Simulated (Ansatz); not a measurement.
# Si: the cost of one run

Program: Ansatz 0.2.0. Level of theory: DFT LDA, scalar-relativistic, plane waves, PAW. These are calculated values, not measurements.

The COD entry's cell or inner coordinates are ideal or old and differ from later refinements, so a difference from it is no clean test against experiment.

## (1) The structure to begin with

The structure is cubic, space group Fd-3m (No. 227). Conventional cell: a = 5.427 Å, b = 5.427 Å, c = 5.427 Å, α = 90.00°, β = 90.00°, γ = 90.00°. Around Si (site symmetry -43m) lie 4 Si at 2.35 Å.

Structure file:

```cif
data_structure
_symmetry_space_group_name_H-M 'Fd-3m:1'
_symmetry_Int_Tables_number 227
_cell_length_a 5.4271
_cell_length_b 5.4271
_cell_length_c 5.4271
_cell_angle_alpha 90.000
_cell_angle_beta 90.000
_cell_angle_gamma 90.000
_cell_volume 159.85
loop_
_atom_site_label
_atom_site_type_symbol
_atom_site_symmetry_multiplicity
_atom_site_Wyckoff_symbol
_atom_site_fract_x
_atom_site_fract_y
_atom_site_fract_z
_atom_site_occupancy
Si1 Si 8 a 0.25000 0.25000 0.25000 1
```

The structure rests on an entry of the Crystallography Open Database; cell or positions may have been set otherwise for this series.

## (2) Single point: Si, no spin

The input, input.yaml:

```yaml
crystal:
  lattice:
    - [0.0, 2.71356, 2.71356]
    - [2.71356, 0.0, 2.71356]
    - [2.71356, 2.71356, 0.0]
  atoms:
    - { symbol: Si, position: [0.75, 0.75, 0.75] }
    - { symbol: Si, position: [0.5, 0.5, 0.5] }
scf:
  occupations: { method: fixed }
output:
  forces: false
  stress: false
  eigenvalues: true
  optics:
    e_range: [0, 12]
    de: 0.01
    sigma: 0.1
    bands: { spectra_wanted_up_to: 12 }
    nscf_kmesh: { grid: [24, 24, 24] }
  write_density: true
  write_potential: true
  elf: true
  volumetric_format: npy
hamiltonian:
  xc: lda
kpoints:
  mp_grid: { grid: [8, 8, 8] }
```

Started as:

```bash
$ ansatz run input.yaml --threads 3 --pin off --max-ram 8192MiB --backend cpu --events-out ev --progress --plain --runs-dir out
```

Q: Estimate wall time and peak memory on 3 threads of Intel Xeon at 2.30GHz, shared host.

About 17 s, with a peak of 0.82 GiB.
